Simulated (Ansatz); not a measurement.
A run of Ansatz 0.2.0 is set up as follows.

Contents of input.yaml:

```yaml
crystal:
  lattice:
    - [3.67228, 0.0183614, 0.0]
    - [-1.8202386, 3.1710993, 0.0]
    - [0.0, 0.0, 8.01116]
  atoms:
    - { symbol: Na, position: [0.0, 0.0, 0.5] }
    - { symbol: Be, position: [0.33333, 0.66667, 0.14639] }
    - { symbol: Be, position: [0.33333, 0.66667, 0.85361] }
    - { symbol: Se, position: [0.66667, 0.33333, 0.22852] }
    - { symbol: Se, position: [0.66667, 0.33333, 0.77148] }
hamiltonian:
  xc: pbe
  pseudopotentials: { kind: paw }
kpoints:
  mp_grid: { grid: [6, 6, 3] }
scf:
  occupations: { method: fermi_dirac, width: 0.05 }
output:
  forces: true
  stress: true
  eigenvalues: true
```

Potentials or basis: Ansatz PAW.

Command:

```console
$ ansatz run input.yaml --threads 2 --pin off --max-ram 5632MiB --backend cpu --events-out ev --progress --plain --runs-dir out
```

Q: What does it give for the band gap on the k mesh?

A: None (metal or under the smearing width).

Q: What does it give for the pressure?

A: 0.0 GPa.

Forces in eV/Å, atoms in the order of the input:
```
Na   0.006  0.000  0.000
Be  -0.039  0.001  0.008
Be  -0.039  0.001 -0.008
Se   0.036 -0.001 -0.026
Se   0.036 -0.001  0.026
```
